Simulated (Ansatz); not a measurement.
# C₂H₈S₂Si: a ladder of functionals and wavefunction methods

The task here is to estimate one member of a computed series from the others.

The runs use Ansatz 0.2.0, Gaussian basis; functionals in def2-TZVPP, the program's frozen cores in correlated methods.

The runs, in order: LDA (SPW92), PBE-D4, revPBE-D4, BLYP-D4, r2SCAN-D4, B97M-V, PBE0-D4, B3LYP-D4, r2SCANh-D4, r2SCAN0-D4, HSE06-D4, BHLYP-D4, CAM-B3LYP-D4, LC-ωPBE, ωB97X-V, ωB97M-V, B2PLYP, PBE-QIDH; CCSD(T)/def2-SVP; CCSD(T)/def2-TZVPP; MP2/def2-QZVPP; extrapolation to the limit; RPA on PBE.

## The relaxed structure

All runs share one geometry, relaxed beforehand with PBE0-D4 in a triple-zeta def2 set.

SMILES `CSCS[SiH3]`, 13 atoms, charge 0, spin multiplicity 1.

Atoms are counted from 1 here; the program's logs count them from 0.

Bond lengths: C1–S2 1.794 Å, C1–H6 1.091 Å, C1–H7 1.090 Å, C1–H8 1.091 Å, S2–C3 1.791 Å, C3–S4 1.824 Å, C3–H9 1.091 Å, C3–H10 1.092 Å, S4–Si5 2.137 Å, Si5–H11 1.484 Å, Si5–H12 1.485 Å, Si5–H13 1.486 Å. Angles: S2–C1–H6 111.2°, S2–C1–H7 106.8°, S2–C1–H8 110.5°, H6–C1–H7 109.1°, H6–C1–H8 109.9°, H7–C1–H8 109.3°, C1–S2–C3 100.5°, S2–C3–S4 116.4°, S2–C3–H9 105.6°, S2–C3–H10 110.9°, S4–C3–H9 109.4°, S4–C3–H10 105.9°, H9–C3–H10 108.4°, C3–S4–Si5 100.0°, S4–Si5–H11 113.5°, S4–Si5–H12 110.7°, S4–Si5–H13 103.4°, H11–Si5–H12 110.0° and more.

Set-up of the first run:

Input file in.yaml:

```yaml
crystal:
  periodic: [false, false, false]
  atoms:
    - {symbol: C, position_ang: [-1.840397, 0.633202, 0.541639]}
    - {symbol: S, position_ang: [-0.532196, -0.230594, 1.412972]}
    - {symbol: C, position_ang: [0.886991, 0.748880, 0.927379]}
    - {symbol: S, position_ang: [1.269076, 0.797064, -0.855047]}
    - {symbol: Si, position_ang: [1.038251, -1.270874, -1.340912]}
    - {symbol: H, position_ang: [-1.972532, 1.643883, 0.931061]}
    - {symbol: H, position_ang: [-2.756037, 0.064904, 0.705688]}
    - {symbol: H, position_ang: [-1.626066, 0.671441, -0.527391]}
    - {symbol: H, position_ang: [1.734079, 0.325780, 1.468751]}
    - {symbol: H, position_ang: [0.765398, 1.788842, 1.236165]}
    - {symbol: H, position_ang: [-0.377288, -1.691148, -1.486587]}
    - {symbol: H, position_ang: [1.721844, -2.125882, -0.337976]}
    - {symbol: H, position_ang: [1.709278, -1.390197, -2.661141]}
basis:
  gaussian: {orbitals: def2-TZVPP}
hamiltonian: {xc: lda}
output: {orbitals: {seedname: orbitals}}
```

Among the steps run: LDA; PBE-D4 (GGA); revPBE-D4 (GGA); BLYP-D4 (GGA); r2SCAN-D4 (meta-GGA); B97M-V (meta-GGA); PBE0-D4 (hybrid); B3LYP-D4 (hybrid); r2SCANh-D4 (hybrid); r2SCAN0-D4 (hybrid); HSE06-D4 (hybrid); BHLYP-D4 (hybrid); CAM-B3LYP-D4 (range-separated); LC-ωPBE (range-separated); ωB97X-V (range-separated); ωB97M-V (range-separated); B2PLYP (double hybrid); PBE-QIDH (double hybrid).

One of the session's tables, all rows but one given; the rest of the session is left out.

It belongs to the step «Orbital energies across the functionals». 

```
  functional  HOMO (eV)  gap (eV)
 LDA (SPW92)      -5.64      4.41
      PBE-D4      -5.53      4.48
   revPBE-D4      -5.48      4.51
     BLYP-D4      -5.37      4.47
   r2SCAN-D4          ?         ?
      B97M-V      -5.88      5.01
     PBE0-D4      -6.70      6.60
    B3LYP-D4      -6.48      6.16
  r2SCANh-D4      -6.20      5.74
  r2SCAN0-D4      -6.86      6.90
    HSE06-D4      -6.31      5.82
    BHLYP-D4      -7.77      8.65
CAM-B3LYP-D4      -8.01      8.99
     LC-ωPBE      -9.38     11.53
     ωB97X-V      -9.04     11.05
     ωB97M-V      -8.88     10.65
```

Q: Estimate the row for r2SCAN-D4 from the others.

Worked estimate for «HOMO (eV)». Against the share of exact exchange, r2SCANh-D4 (0.1, -6.20), r2SCAN0-D4 (0.25, -6.86) give a slope of -4.40 per unit share; at 0 the line stands at -5.76.

As computed: HOMO (eV): -5.76; gap (eV): 4.95. In «HOMO (eV)» the line misses by 0.00.
